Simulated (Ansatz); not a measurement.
# Al2O3: the cost of one run

Method: DFT PBE, scalar-relativistic, plane waves, PAW, in Ansatz 0.2.0.

## (1) The starting structure

It takes space group R-3c (No. 167, trigonal). The conventional cell has a = 4.761 Å, b = 4.761 Å, c = 12.996 Å, α = 90.00°, β = 90.00°, γ = 120.00°. Al (site symmetry 3) is surrounded by 6 O at 1.85 to 1.97 Å. O (site symmetry 2) has 4 Al at 1.85 to 1.97 Å as nearest neighbours.

As a file:

```
CELL_PARAMETERS angstrom
-4.76050 -2.74848 4.33187
4.76050 -2.74848 4.33187
0.00000 5.49695 4.33187
ATOMIC_POSITIONS crystal
Al 0.35216 0.35216 0.35216
Al 0.85216 0.85216 0.35216
Al 0.85216 0.35216 0.85216
Al 0.35216 0.85216 0.85216
Al 0.14784 0.14784 0.14784
Al 0.64784 0.64784 0.14784
Al 0.64784 0.14784 0.64784
Al 0.14784 0.64784 0.64784
Al 0.64784 0.14784 0.14784
Al 0.14784 0.64784 0.14784
Al 0.14784 0.14784 0.64784
Al 0.64784 0.64784 0.64784
Al 0.85216 0.35216 0.35216
Al 0.35216 0.85216 0.35216
Al 0.35216 0.35216 0.85216
Al 0.85216 0.85216 0.85216
O 0.09666 0.40334 0.25000
O 0.59666 0.90334 0.25000
O 0.59666 0.40334 0.75000
O 0.09666 0.90334 0.75000
O 0.25000 0.09666 0.40334
O 0.75000 0.59666 0.40334
O 0.75000 0.09666 0.90334
O 0.25000 0.59666 0.90334
O 0.40334 0.25000 0.09666
O 0.90334 0.75000 0.09666
O 0.90334 0.25000 0.59666
O 0.40334 0.75000 0.59666
O 0.90334 0.09666 0.25000
O 0.40334 0.59666 0.25000
O 0.40334 0.09666 0.75000
O 0.90334 0.59666 0.75000
O 0.75000 0.40334 0.09666
O 0.25000 0.90334 0.09666
O 0.25000 0.40334 0.59666
O 0.75000 0.90334 0.59666
O 0.59666 0.25000 0.40334
O 0.09666 0.75000 0.40334
O 0.09666 0.25000 0.90334
O 0.59666 0.75000 0.90334
```

The runs take a perfect supercell of 40 atoms; the defect goes to fractional position (0.097, 0.403, 0.250).

## (2) The perfect supercell

Input file input.yaml:

```yaml
crystal:
  lattice:
    - [-4.7605, -2.748476, 4.331867]
    - [4.7605, -2.748476, 4.331867]
    - [0.0, 5.496952, 4.331867]
  atoms:
    - { symbol: Al, position: [0.35216, 0.35216, 0.35216] }
    - { symbol: Al, position: [0.85216, 0.85216, 0.35216] }
    - { symbol: Al, position: [0.85216, 0.35216, 0.85216] }
    - { symbol: Al, position: [0.35216, 0.85216, 0.85216] }
    - { symbol: Al, position: [0.14784, 0.14784, 0.14784] }
    - { symbol: Al, position: [0.64784, 0.64784, 0.14784] }
    - { symbol: Al, position: [0.64784, 0.14784, 0.64784] }
    - { symbol: Al, position: [0.14784, 0.64784, 0.64784] }
    - { symbol: Al, position: [0.64784, 0.14784, 0.14784] }
    - { symbol: Al, position: [0.14784, 0.64784, 0.14784] }
    - { symbol: Al, position: [0.14784, 0.14784, 0.64784] }
    - { symbol: Al, position: [0.64784, 0.64784, 0.64784] }
    - { symbol: Al, position: [0.85216, 0.35216, 0.35216] }
    - { symbol: Al, position: [0.35216, 0.85216, 0.35216] }
    - { symbol: Al, position: [0.35216, 0.35216, 0.85216] }
    - { symbol: Al, position: [0.85216, 0.85216, 0.85216] }
    - { symbol: O, position: [0.09666, 0.40334, 0.25] }
    - { symbol: O, position: [0.59666, 0.90334, 0.25] }
    - { symbol: O, position: [0.59666, 0.40334, 0.75] }
    - { symbol: O, position: [0.09666, 0.90334, 0.75] }
    - { symbol: O, position: [0.25, 0.09666, 0.40334] }
    - { symbol: O, position: [0.75, 0.59666, 0.40334] }
    - { symbol: O, position: [0.75, 0.09666, 0.90334] }
    - { symbol: O, position: [0.25, 0.59666, 0.90334] }
    - { symbol: O, position: [0.40334, 0.25, 0.09666] }
    - { symbol: O, position: [0.90334, 0.75, 0.09666] }
    - { symbol: O, position: [0.90334, 0.25, 0.59666] }
    - { symbol: O, position: [0.40334, 0.75, 0.59666] }
    - { symbol: O, position: [0.90334, 0.09666, 0.25] }
    - { symbol: O, position: [0.40334, 0.59666, 0.25] }
    - { symbol: O, position: [0.40334, 0.09666, 0.75] }
    - { symbol: O, position: [0.90334, 0.59666, 0.75] }
    - { symbol: O, position: [0.75, 0.40334, 0.09666] }
    - { symbol: O, position: [0.25, 0.90334, 0.09666] }
    - { symbol: O, position: [0.25, 0.40334, 0.59666] }
    - { symbol: O, position: [0.75, 0.90334, 0.59666] }
    - { symbol: O, position: [0.59666, 0.25, 0.40334] }
    - { symbol: O, position: [0.09666, 0.75, 0.40334] }
    - { symbol: O, position: [0.09666, 0.25, 0.90334] }
    - { symbol: O, position: [0.59666, 0.75, 0.90334] }
basis:
  ecutwfc: 420
  fft_grid_basis: typed
kpoints:
  mp_grid: { grid: [3, 3, 3] }
hamiltonian:
  xc: pbe
  pseudopotentials: { kind: paw }
scf:
  occupations: { method: gaussian, width: 0.05 }
output:
  forces: true
  stress: false
  eigenvalues: true
  bader: false
  write_density: true
  volumetric_format: npy
```

Started as:

```bash
$ ansatz run input.yaml --threads 4 --pin off --max-ram 10240MiB --backend cpu --events-out ev --progress --plain --runs-dir out
```

What time and memory should one allow on 4 threads of AMD EPYC 9R45 (Zen 5), shared host?

About 1.7 s, with a peak of 1.3 GiB.
